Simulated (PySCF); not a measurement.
# C5H13FSi: the cost of one run

Computed with PySCF 2.14.0 and routines of our own; the level stands in each step. Atoms count from 0.

## 1. The system as given

20 atoms, charge 0, multiplicity 1; geometry from: GFN2-xTB.

## 2. Magnetic properties: GIAO BHandHLYP/pcSseg-1

What the job is given:

```
{"job": {"kind": "mag", "xc": "BHandHLYP", "basis": "pcSseg-1", "isotopologues": 2}, "charge": 0, "multiplicity": 1}
C     -1.812403    -1.071860     0.036364
C     -1.320837     0.370730    -0.085978
C     -2.254920     1.161448    -0.998193
Si     0.477238     0.462387    -0.716535
C      1.655140    -0.359203     0.563757
C      3.100413    -0.431480     0.107203
F      1.597351     0.400587     1.733669
H     -1.788866    -1.569779    -0.931241
H     -2.838672    -1.093074     0.400963
H     -1.196590    -1.639404     0.730352
H     -1.366475     0.823886     0.910678
H     -2.253649     0.741461    -2.001767
H     -1.945130     2.201184    -1.065623
H     -3.275695     1.132517    -0.619562
H      0.905020     1.855906    -0.868795
H      0.630518    -0.267883    -1.981800
H      1.316761    -1.357574     0.865170
H      3.462502     0.558526    -0.157614
H      3.170312    -1.076068    -0.763917
H      3.732835    -0.831627     0.897822
```

With the program's defaults for keys left out, this is: GIAO BHandHLYP/pcSseg-1 magnetisability, rotational g tensor and spin-rotation constants, non-relativistic, gas phase.

Run with:

```
$ OMP_NUM_THREADS=1 python excited_run.py task.json out
```

This one command runs all jobs of the session in turn.

Q: Estimate the wall time and peak memory of this first job on 1 thread of Arm Neoverse V2, shared host.

About 34 s, with a peak of 0.95 GiB.
